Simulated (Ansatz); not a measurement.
# CuPd: the cost of one run

All numbers are computed with the Python package of Ansatz 0.2.0. Level of theory: DFT mr2scan, plane waves, PAW.

## Step 1: Starting point

Symmetry: P1, No. 1, triclinic system. The conventional cell has a = 2.704 Å, b = 2.738 Å, c = 4.304 Å, α = 90.80°, β = 90.14°, γ = 113.79°. Cu (site symmetry 1) is surrounded by 6 Pd at 2.39 to 3.07 Å and 6 Cu at 2.70 to 2.97 Å. Pd (site symmetry 1) has 6 Cu at 2.39 to 3.07 Å and 6 Pd at 2.70 to 2.97 Å as nearest neighbours.

No structure file is read: the coordinates are typed or built in the script.

## Step 2: Script

scf_cupd.py

```python
# -*- coding: utf-8 -*-
from dataclasses import dataclass
from pathlib import Path

import ansatz as az
import matplotlib.pyplot as plt
import numpy as np
from pymatgen.core import Structure


@dataclass
class Settings:
    xc: str = "mr2scan"
    occupations: str = "cold"
    width_ev: float = 0.3
    kmesh: tuple[int, ...] = (8, 8, 5)


settings = Settings()


def main():
    system = (
        az.Lattice.from_parameters(2.703964, 2.738478, 4.304453, alpha=90.80181, beta=90.14253, gamma=113.79056)
        .atom("Cu", [0.0154, 0.97883, 0.97853])
        .atom("Pd", [0.49384, 0.50807, 0.53752])
    )

    model = (
        system.calculation()
        .functional(settings.xc)
        .occupations(settings.occupations, width=settings.width_ev)
        .kpoints(*settings.kmesh, center="gamma")
        .density_of_states(energy_step=0.05, projected=True)
        .density()
        .stress()
    )
    session = model.session()
    planned = session.plan(threads=1)
    out = planned.execute()
    rep = out.report

    for key in ("converged", "n_iterations", "n_electrons", "n_kpoints", "n_pw", "n_symmetry_ops", "free_energy_ev", "fermi_energy_ev"):
        print(f"{key:18s} {rep[key]}")

    dos = out.density_of_states()
    energy = np.asarray(dos.energies_ev) - dos.fermi_ev
    projected = out.projected_density_of_states()
    step = energy[1] - energy[0]
    for index, site in enumerate(projected.sites):
        for shell in site.shells:
            curve = sum(np.sum(part.g_bin_mean_per_ev, axis=0) for part in shell.curves)
            print(f"site {index} {site.species:2s} {shell.label:3s} filled {curve[energy <= 0].sum() * step:7.3f}  at E_F {np.interp(0, energy, curve):7.3f} /eV")

    final = Structure(out.lattice.cell_ang, [s.symbol for s in out.lattice.sites], [s.position_frac for s in out.lattice.sites])
    for index, (site, neighbours) in enumerate(zip(final, final.get_all_neighbors(5.5))):
        first = min(n.nn_distance for n in neighbours)
        shell = [n for n in neighbours if n.nn_distance < 1.15 * first]
        mean = sum(n.nn_distance for n in shell) / len(shell)
        print(f"atom {index} {site.specie.symbol}: {len(shell)} neighbours within 1.15 of the shortest distance, mean {mean:.3f} A")

    lines = ["| quantity | value |", "|---|---|"]
    lines.append(f"| free energy per atom | {rep['free_energy_ev'] / len(out.lattice.sites):.4f} eV |")
    lines.append(f"| Fermi level | {rep['fermi_energy_ev']:.3f} eV |")
    lines.append(f"| volume per atom | {rep['setup']['cell_volume_ang3'] / len(out.lattice.sites):.3f} A^3 |")
    lines.append(f"| valence electrons | {rep['n_electrons']:g} |")
    Path("summary.md").write_text("\n".join(lines) + "\n")

    field = sum(channel.density_e_per_ang3 for channel in out.density().channels[:2])
    fig, ax = plt.subplots(figsize=(4, 3.4))
    shown = ax.imshow(np.log10(np.clip(field[:, :, 0].T, 1e-3, None)), origin="lower", extent=(0, 1, 0, 1))
    fig.colorbar(shown, label="log10 density (e/A^3)")
    ax.set(xlabel="fraction of grid vector 1", ylabel="fraction of grid vector 2")
    fig.savefig("density_plane.png", dpi=100)
    print(f"plane through the origin: {field[:, :, 0].min():.4f} to {field[:, :, 0].max():.4f} e/A^3")

    print("pressure by term (GPa)")
    for term, tensor in rep["stress_terms_gpa"].items():
        if np.any(tensor):
            print(f"  {term:28s} {np.trace(np.array(tensor)) / 3:12.3f}")
    print(f"  {'total':28s} {np.trace(np.array(rep['stress_gpa'])) / 3:12.3f}")


if __name__ == "__main__":
    main()
```

## Step 3: Running it

Run with:

```console
$ python scf_cupd.py
```

What time and memory should one allow on 1 thread of Arm Neoverse V1, shared host?

About 28 s, with a peak of 0.57 GiB.
